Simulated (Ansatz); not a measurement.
# GdMn (CsCl type): a single-point run

The task is a single-point run on GdMn (CsCl type). The structure is shown as the input types it.

Program: Ansatz 0.2.0. Level of theory: DFT PBE+U, scalar-relativistic, plane waves, PAW. These are calculated values, not measurements.

2 further runs of the same task are left out: 2 that didn't finish. Runs told in other sessions of the task aren't counted.

### 1 Starting point

Symmetry: Pm-3m, No. 221, cubic system. Conventional cell: a = 3.562 Å, b = 3.562 Å, c = 3.562 Å, α = 90.00°, β = 90.00°, γ = 90.00°. Around Gd (site symmetry m-3m) lie 8 Mn at 3.09 Å. Around Mn (site symmetry m-3m) lie 8 Gd at 3.09 Å.

Coordinates:

```
CELL_PARAMETERS angstrom
3.56237 0.00000 0.00000
0.00000 3.56237 0.00000
0.00000 0.00000 3.56237
ATOMIC_POSITIONS crystal
Gd 0.00000 0.00000 0.00000
Mn 0.50000 0.50000 0.50000
```

### 2 Input and run

input.yaml

```yaml
crystal:
  lattice:
    - [3.5623726939, 0.0, 0.0]
    - [0.0, 3.5623726939, 0.0]
    - [0.0, 0.0, 3.5623726939]
  atoms:
    - { symbol: Gd, position: [0.0, 0.0, 0.0], spin: 7.0 }
    - { symbol: Mn, position: [0.5, 0.5, 0.5], spin: -3.5 }
basis:
  ecutwfc: 420
  ecutrho_ratio: 4
kpoints:
  mp_grid: { grid: [8, 8, 8] }
hamiltonian:
  xc: pbe
  hubbard: { sites: [{ species: Gd, l: f, u_eff: 6.0 }] }
scf:
  occupations: { method: gaussian, width: 0.05 }
  convergence: { dr2_threshold: 1.0e-14 }
  max_iter: 100
output:
  forces: true
  stress: true
magnetization:
  spin_polarized: true
```

Run with:

```console
$ ansatz run input.yaml --threads 2 --pin off --max-ram 2662MiB --backend cpu --events-out ev --progress --plain --runs-dir out
```

What happens when this is run?

The run converged and reported no error, with warnings (filled band counts differ across k points). That alone doesn't make the input a sound one.

In the input, scf.convergence.dr2_threshold is 1.0e-14. What could go wrong: threshold needlessly tight. Once met, so tight a threshold does no harm; it costs cycles.

The test: delete scf.convergence.dr2_threshold (the default then holds).
